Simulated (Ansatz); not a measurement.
The system is CoNiO2.

```
CELL_PARAMETERS angstrom
3.01433 0.00000 0.00000
0.00000 3.01433 0.00000
0.00000 0.00000 4.22229
ATOMIC_POSITIONS crystal
Ni 0.00000 0.00000 0.00000
Co 0.50000 0.50000 0.50000
O 0.00000 0.00000 0.50000
O 0.50000 0.50000 0.00000
```

The cell comes from a database or a generator and needn't be the stable form of this composition.

Base run:

```yaml
Program: Ansatz 0.2.0
Functional: PBEsol
Potentials_or_basis: Ansatz PAW
Cutoff: "420 eV (not typed: the program's choice for these potentials)"
k_mesh: 7 × 7 × 5
Occupations: fermi-dirac, width 0.05 eV
Spin: collinear spin, ferromagnetic start
Starting_moments: "[0.2666666667, 0.5333333333, 0.0, 0.0] μB"
Fixed_moment: 0.8 μB
```

Its results: pressure -13.2 GPa; site moments Ni -1.37; Co +2.16; O +0.06, -0.13 μB.

Problem. The run is repeated on the same cell with these changes: fixed moment from 0.8 μB to 1.5 μB; moments at the start from [0.27, 0.53, 0.0, 0.0] to [0.5, 1.0, 0.0, 0.0]. What comes out?

Solution. Pressure -13.9 GPa; site moments Ni -1.00; Co +2.31; O +0.14, -0.03 μB.

Caveats: the total moment is fixed, so each spin has its own Fermi level; the PAW data sets come from PBE, with cores solved anew for the run's functional, which leaves a small shift of forces and pressure; the starting moments weren't kept; the thresholds are loose for stress.
